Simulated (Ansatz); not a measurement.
# MnO (Manganosite): the cost of one run

Computed with Ansatz 0.2.0 (DFT PBE+U (U_eff = 3.9 eV on Mn 3d), scalar-relativistic, plane waves, PAW, unless a step's input says otherwise).

## 1. Starting point

It takes space group Fm-3m (No. 225, cubic). The conventional cell has a = 4.446 Å, b = 4.446 Å, c = 4.446 Å, α = 90.00°, β = 90.00°, γ = 90.00°. Around Mn (site symmetry m-3m) lie 6 O at 2.22 Å. O (site symmetry m-3m) is surrounded by 6 Mn at 2.22 Å.

As a file:

```
Mn O
1.0
     0.00000    2.22300    2.22300
     2.22300    0.00000    2.22300
     2.22300    2.22300    0.00000
Mn O
1 1
Cartesian
  0.0000 0.0000 0.0000
  2.2230 2.2230 2.2230
```

Starting moments: Mn 5.00 μB.

## 2. First run, at the start cell

input.yaml reads:

```yaml
crystal:
  lattice:
    - [0.0, 2.223, 2.223]
    - [2.223, 0.0, 2.223]
    - [2.223, 2.223, 0.0]
  atoms:
    - { symbol: Mn, position: [0.0, 0.0, 0.0], spin: 5.0 }
    - { symbol: O, position: [0.5, 0.5, 0.5] }
basis:
  ecutwfc: 420
  ecutrho_ratio: 4
kpoints:
  mp_grid: { grid: [5, 5, 5] }
hamiltonian:
  xc: pbe
  hubbard: { sites: [{ species: Mn, l: d, u_eff: 3.9 }] }
scf:
  occupations: { method: gaussian, width: 0.05 }
output:
  forces: true
  stress: true
  eigenvalues: true
  populations: true
  hubbard: { sites: [{ species: Mn, l: d }] }
magnetization:
  spin_polarized: true
```

Launch:

```
$ ansatz run input.yaml --threads 4 --pin off --max-ram 10240MiB --backend cpu --events-out ev --progress --plain --runs-dir out
```

**Question.** How long does this run take on 4 threads of Intel Xeon at 2.50GHz (Skylake/Cascade Lake), shared host, and how much memory does it need?

About 2 s, with a peak of 0.33 GiB.
